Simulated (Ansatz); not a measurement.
# WSCl4: a ladder of functionals and wavefunction methods

The task here is to estimate one member of a computed series from the others.

Program: Ansatz 0.2.0, Gaussian basis. Level of theory: functionals in def2-TZVPP, the program's frozen cores in correlated methods. These are calculated values, not measurements.

Plan: LDA (SPW92), PBE-D4, revPBE-D4, BLYP-D4, r2SCAN-D4, B97M-V, PBE0-D4, B3LYP-D4, r2SCANh-D4, r2SCAN0-D4, HSE06-D4, BHLYP-D4, CAM-B3LYP-D4, LC-ωPBE, ωB97X-V, ωB97M-V, B2PLYP, PBE-QIDH; CCSD(T)/def2-SVP; CCSD(T)/def2-TZVPP; MP2/def2-QZVPP; extrapolation to the limit; RPA on PBE.

**Structure used throughout**

The geometry comes from an earlier relaxation with PBE0-D4 in a triple-zeta def2 set; it is a stationary point. W takes the def2 core potential; no spin-orbit term is included.

SMILES `[S]=[W]([Cl])([Cl])([Cl])[Cl]`, 6 atoms, charge 0, spin multiplicity 1.

Atoms are counted from 1 here; the program's logs count them from 0.

Bond lengths: S1–W2 2.084 Å, W2–Cl3 2.286 Å, W2–Cl4 2.286 Å, W2–Cl5 2.286 Å, W2–Cl6 2.286 Å. Angles: S1–W2–Cl3 104.5°, S1–W2–Cl4 104.5°, S1–W2–Cl5 104.5°, S1–W2–Cl6 104.5°, Cl3–W2–Cl4 86.4°, Cl3–W2–Cl5 151.0°, Cl3–W2–Cl6 86.4°, Cl4–W2–Cl5 86.4°, Cl4–W2–Cl6 150.9°, Cl5–W2–Cl6 86.4°.

The first run:

in.yaml reads:

```yaml
crystal:
  periodic: [false, false, false]
  atoms:
    - {symbol: S, position_ang: [-1.007942, 0.096035, -1.864738]}
    - {symbol: W, position_ang: [-0.009634, -0.008933, -0.038156]}
    - {symbol: Cl, position_ang: [-1.605627, -0.693730, 1.448624]}
    - {symbol: Cl, position_ang: [0.790238, -2.148525, 0.056011]}
    - {symbol: Cl, position_ang: [2.135278, 0.618147, -0.520633]}
    - {symbol: Cl, position_ang: [-0.260214, 2.072907, 0.872692]}
basis:
  gaussian: {orbitals: def2-TZVPP}
hamiltonian: {xc: lda}
output: {orbitals: {seedname: orbitals}}
```

Run with:

```console
> ansatz run in.yaml --threads 4 --pin off --events-out ev --progress --plain --max-ram 11315MiB
```

Steps of the session up to this table: LDA; PBE-D4 (GGA); revPBE-D4 (GGA); BLYP-D4 (GGA); r2SCAN-D4 (meta-GGA); B97M-V (meta-GGA); B3LYP-D4 (hybrid); r2SCANh-D4 (hybrid); r2SCAN0-D4 (hybrid); HSE06-D4 (hybrid); BHLYP-D4 (hybrid); CAM-B3LYP-D4 (range-separated); LC-ωPBE (range-separated); ωB97X-V (range-separated); ωB97M-V (range-separated); B2PLYP (double hybrid); PBE-QIDH (double hybrid).

One table of the session follows, with a row left open; its other results are not shown here.

It belongs to the step «Frontier levels by functional». 

| functional | HOMO (eV) | LUMO (eV) | gap (eV) |
| --- | --- | --- | --- |
| LDA (SPW92) | -7.57 | -5.42 | 2.16 |
| PBE-D4 | -7.42 | -5.20 | 2.22 |
| revPBE-D4 | -7.37 | -5.12 | 2.25 |
| BLYP-D4 | -7.23 | -5.04 | 2.19 |
| r2SCAN-D4 | -7.78 | -5.25 | 2.53 |
| B97M-V | -7.86 | -5.22 | 2.64 |
| PBE0-D4 | ? | ? | ? |
| B3LYP-D4 | -8.46 | -4.74 | 3.73 |
| r2SCANh-D4 | -8.26 | -5.00 | 3.26 |
| r2SCAN0-D4 | -8.99 | -4.60 | 4.39 |
| HSE06-D4 | -8.35 | -4.97 | 3.39 |
| BHLYP-D4 | -9.92 | -3.73 | 6.19 |
| CAM-B3LYP-D4 | -10.05 | -3.58 | 6.47 |
| LC-ωPBE | -11.48 | -2.61 | 8.86 |
| ωB97X-V | -11.09 | -2.63 | 8.46 |
| ωB97M-V | -10.91 | -2.60 | 8.31 |

Estimate the missing values for PBE0-D4.

As computed: HOMO (eV): -8.75; LUMO (eV): -4.60; gap (eV): 4.15. In the column «HOMO (eV)» it lies between r2SCAN0-D4 (-8.99) and B3LYP-D4 (-8.46).
